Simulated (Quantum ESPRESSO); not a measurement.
## C: relaxation of the atoms with PBEsol

C, a sheet with vacuum:

```
CELL_PARAMETERS angstrom
2.51022 0.00000 0.00000
-1.25511 2.17391 0.00000
0.00000 0.00000 16.00000
ATOMIC_POSITIONS crystal
C 0.00000 0.00000 0.50000
C 0.33333 0.66667 0.50000
```

The cell was built by a generator and needn't be a form met in nature.

| Quantity | Value |
| --- | --- |
| Program | Quantum ESPRESSO 7.5 |
| Task | relaxation of the atoms |
| Functional | PBEsol |
| Potentials or basis | PseudoDojo 0.4.1 SR PBEsol standard |
| Cutoff | 1116 eV |
| Density cutoff | 4463 eV |
| k mesh | 18 × 18 × 1 |
| Occupations | cold, width 0.1 eV |
| Spin | no spin polarisation |
| Mixing beta | 0.5 |
| Most SCF iterations | 120 |
| SCF threshold | 4e-10 Ry |
| Most ionic steps | 40 |
| Forc conv thr | 0.0004 Ry/bohr |
| Etot conv thr | 1e-05 Ry |
| Ion dynamics | bfgs |

```yaml
Band_gap_on_the_k_mesh: none (metal or under the smearing width)
```

Final structure:
```yaml
crystal:
  lattice:
    - [2.51022, 0.00000, 0.00000]
    - [-1.25511, 2.17391, 0.00000]
    - [0.00000, 0.00000, 16.00000]
  atoms:
    - { symbol: C, position: [0.00000, 0.00000, 0.50000] }
    - { symbol: C, position: [0.33333, 0.66667, 0.50000] }
```

Levels at points of the mesh, in eV from the Fermi level:
```
            k point  band 1  band 2  band 3  band 4  band 5  band 6  band 7  band 8  band 9
 (0.00, 0.00, 0.00)  -19.09   -7.32   -3.03   -3.03    3.55    4.41    4.85    6.46    7.14
(0.00, -0.50, 0.00)  -14.05  -12.94   -6.28   -2.28    1.62    6.88   11.11   11.24   11.92
```

Run time: 37 s on 1 thread of AMD EPYC 7R43 64-Core Processor (Zen 3), with other jobs on the host, peak memory 0.11 GiB.

Caveat: the relaxation stopped at its first step, so nothing moved.
